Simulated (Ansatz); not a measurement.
**YSi₂: a line through an energy map**

One line of a two-coordinate grid on YSi₂ (P6/mmm, No. 191; 3 atoms in the cell): c/a of the conventional cell is varied, at volume per atom = 21.57 Å³.

Method: DFT PBEsol, scalar-relativistic, plane waves, PAW, in Ansatz 0.2.0.

## 1. The system as given

It takes space group P6/mmm (No. 191, hexagonal). Conventional cell: a = 4.062 Å, b = 4.062 Å, c = 3.902 Å, α = 90.00°, β = 90.00°, γ = 120.00°. Around Y (site symmetry 6/mmm) lie 12 Si at 3.05 Å. Si (site symmetry -6m2) is surrounded by 3 Si at 2.35 Å and 6 Y at 3.05 Å.

As a file:

```xyz
3
Lattice="4.0625 0.0000 0.0000 -2.0312 3.5182 0.0000 0.0000 0.0000 3.9024" Properties=species:S:1:pos:R:3 pbc="T T T"
Y     0.0000    0.0000    0.0000
Si    0.0000    2.3455    1.9512
Si    2.0312    1.1727    1.9512
```

It is the result of an earlier relaxation at this level (volume 18.59 Å³/atom; gap on the mesh: none (metal)).

## 2. What is varied

The energy is mapped over volume and the cell's shape.

- volume per atom: 9 values from 15.62 to 21.57 Å³
- c/a of the conventional cell: 9 values from 0.852 to 1.084

Nothing else is relaxed (symmetry fixes all fractional coordinates). Energies count from the relaxed crystal. Points are written as (first, second).

## 3. The run at (21.57 Å³, 0.852)

The input, input.yaml:

```yaml
crystal:
  lattice:
    - [4.4435687413, 0.0, 0.0]
    - [-2.2217843706, 3.8482434134, 0.0]
    - [0.0, 0.0, 3.7836987832]
  atoms:
    - { symbol: "Y", position: [0.0, 0.0, 0.0] }
    - { symbol: Si, position: [0.3333333333, 0.6666666667, 0.5] }
    - { symbol: Si, position: [0.6666666667, 0.3333333333, 0.5] }
basis:
  ecutwfc: 420
kpoints:
  mp_grid: { grid: [12, 12, 12] }
hamiltonian:
  xc: pbesol
scf:
  occupations: { method: methfessel_paxton, width: 0.35 }
output:
  forces: true
  stress: true
  eigenvalues: true
```

The run is started by

```bash
$ ansatz run input.yaml --threads 1 --pin off --max-ram 2048MiB --backend cpu --events-out ev --progress --plain --runs-dir out
```

Further runs follow: the other points of the line.

Q: Predict the outcome of this session. Wanted: for each run, c/a of the conventional cell; energy; slope; pressure.

As calculated:

```
c/a of the conventional cell  step  energy (meV/atom)  slope (meV/atom per unit)  pressure (GPa)
                       0.852     3                168                      −1082          −10.25
                       0.877     4                143                       −818          −10.20
                       0.904     5                124                       −578          −10.13
                       0.932     6                112                       −347          −10.03
                       0.961     7                105                       −121           −9.90
                       0.990     8                105                        101           −9.73
                       1.020     9                111                        307           −9.53
                       1.052    10                124                        498           −9.29
                       1.084     –                143                        683           −8.96
```

Energies count from the relaxed crystal. Rows without a step come from runs not printed here or follow by symmetry. Slopes come from the forces and the stress, not from differences of energies.

In words: The lowest point of the line is at 0.990, 105 meV/atom from the zero. A fit to energies and slopes at the lowest point and its two neighbours puts the minimum at 0.9763, with a curvature of about 7600 meV/atom per (unit)². The highest point, at 0.852, lies 63 meV/atom above the lowest. This is one cut through a surface in two coordinates; the map's lowest point lies off it.
